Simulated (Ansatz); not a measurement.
# C3H4BCl: how energies converge with the basis set

The task here is to estimate one member of a computed series from the others.

Computed with Ansatz 0.2.0, Gaussian basis. Level: one geometry, several basis sets.

Levels to be run: PBE0-D4/def2-SVP; ωB97M-V/def2-SVP; PBE0-D4/def2-QZVPP; ωB97M-V/def2-QZVPP; the functionals' def2-TZVPP values are taken from earlier runs.

## Structure used throughout

An earlier PBE0-D4 in a triple-zeta def2 set relaxation fixed the geometry.

9 atoms, charge 0, spin multiplicity 1.

Atoms are counted from 1 here; the program's logs count them from 0.

Bond lengths: B1–C2 1.580 Å, B1–Cl3 1.907 Å, B1–H6 1.203 Å, B1–H7 1.203 Å, C2–C4 1.386 Å, C2–C5 1.386 Å, C4–C5 1.332 Å, C4–H8 1.079 Å, C5–H9 1.079 Å. Angles: C2–B1–Cl3 93.2°, C2–B1–H6 111.8°, C2–B1–H7 111.8°, Cl3–B1–H6 110.7°, Cl3–B1–H7 110.7°, H6–B1–H7 116.3°, B1–C2–C4 150.9°, B1–C2–C5 150.9°, C4–C2–C5 57.4°, C2–C4–C5 61.3°, C2–C4–H8 149.0°, C5–C4–H8 149.7°, C2–C5–C4 61.3°, C2–C5–H9 149.0°, C4–C5–H9 149.7°.

The first run:

The input, in.yaml:

```yaml
crystal:
  periodic: [false, false, false]
  atoms:
    - {symbol: B, position_ang: [0.674592, 0.470355, -1.181333]}
    - {symbol: C, position_ang: [-0.215877, 0.014758, 0.041172]}
    - {symbol: Cl, position_ang: [2.276955, -0.217232, -0.409830]}
    - {symbol: C, position_ang: [-0.919592, -0.961154, 0.729230]}
    - {symbol: C, position_ang: [-0.704122, 0.211281, 1.323376]}
    - {symbol: H, position_ang: [0.727332, 1.668462, -1.273258]}
    - {symbol: H, position_ang: [0.394865, -0.129840, -2.185445]}
    - {symbol: H, position_ang: [-1.331208, -1.957851, 0.756780]}
    - {symbol: H, position_ang: [-0.814347, 0.854722, 2.182111]}
basis:
  gaussian: {orbitals: def2-SVP}
hamiltonian: {xc: pbe0, dispersion: d4}
output: {orbitals: {seedname: orbitals}}
```

Launch:

```console
> ansatz run in.yaml --threads 2 --pin off --events-out ev --progress --plain --max-ram 4352MiB
```

Among the steps run: PBE0-D4 in def2-SVP; ωB97M-V in def2-SVP; PBE0-D4 in def2-QZVPP; ωB97M-V in def2-QZVPP.

One of the session's tables, all rows but one given; the rest of the session is left out.

It belongs to the step «Functionals by basis». 

| functional | basis | HOMO (eV) | LUMO (eV) |
| --- | --- | --- | --- |
| PBE0-D4 | def2-SVP | -6.89 | -2.11 |
| PBE0-D4 | def2-TZVPP | -7.11 | -2.16 |
| PBE0-D4 | def2-QZVPP | -7.16 | -2.19 |
| ωB97M-V | def2-SVP | -9.06 | 0.20 |
| ωB97M-V | def2-TZVPP | ? | ? |
| ωB97M-V | def2-QZVPP | -9.39 | -0.02 |

**Question.** Estimate the row for ωB97M-V, def2-TZVPP.

The run gave: HOMO (eV): -9.34; LUMO (eV): 0.06. In the column «HOMO (eV)» it lies between ωB97M-V, def2-QZVPP (-9.39) and ωB97M-V, def2-SVP (-9.06).
